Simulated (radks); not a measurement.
# Mo⁴⁺ in [Kr] 4d2: an all-electron calculation

An exercise on one series of results from a longer session: the logs are not shown, and one member is left open.

The numbers are computed with radks (a radial shooting solver on a logarithmic mesh, Libxc functionals) version 1 (scalar-relativistic Kohn-Sham, LDA (Slater exchange, VWN5 correlation), spin-polarised, spherical densities, finite nucleus; open shells are filled with parallel spins first), except any that are marked as measured or tabulated.

**The system**

| Item | Value |
| --- | --- |
| element | molybdenum (Z = 42) |
| charge | +4 |
| electrons | 38 |
| configuration | [Kr] 4d2 |
| nuclear rms radius | 4.4091 fm |

Outer shells as boxes (Hund's rule):

Mo⁴⁺
```
[Kr] core
4d [↑ ][↑ ][  ][  ][  ]
```

Set-up of the first run:

The run's settings:

```text
Z 42
configuration [Kr] 4d2
relativity scalar-relativistic
functional lda,vwn5
spin polarised
nucleus finite rms 4.4091 fm
c 137.035999084
```

On the command line:

```console
> python run_ks.py task.json out
```

This one command runs every case of the session in turn.

One table of the session follows, with a row left open; its other results are not shown here.

It belongs to the step «Radial structure». Sizes of the orbitals, from the radial functions (bohr):

```
  level      <r>  outermost maximum (interpolated)  90 % within  nodes
1s down  0.03521                            0.0229       0.0631      0
  1s up  0.03521                            0.0229       0.0631      0
  2s up   0.1539                             0.130        0.238      1
2s down   0.1539                             0.130        0.238      1
  2p up   0.1340                             0.104        0.218      0
2p down   0.1340                             0.104        0.218      0
  3s up   0.4296                             0.384        0.635      2
3s down   0.4296                             0.384        0.635      2
  3p up   0.4311                             0.377        0.652      1
3p down   0.4310                             0.377        0.651      1
  3d up   0.4152                             0.322        0.664      0
3d down   0.4150                             0.322        0.664      0
  4s up    1.088                             0.982         1.58      3
4s down    1.085                             0.980         1.57      3
  4p up        ?                                 ?            ?      ?
4p down    1.191                              1.05         1.75      2
  4d up    1.515                              1.28         2.30      1
4d down    1.520                              1.27         2.32      1
```

Q: Estimate the row for 4p up from the others.

**Answer.** <r>: 1.194; outermost maximum (interpolated): 1.06; 90 % within: 1.76; nodes: 2. In the column «<r>» it lies between 4p down (1.191) and 4d up (1.515).

Caveats from the session: Open shells are spherical and high-spin; term and fine-structure splittings are not resolved.
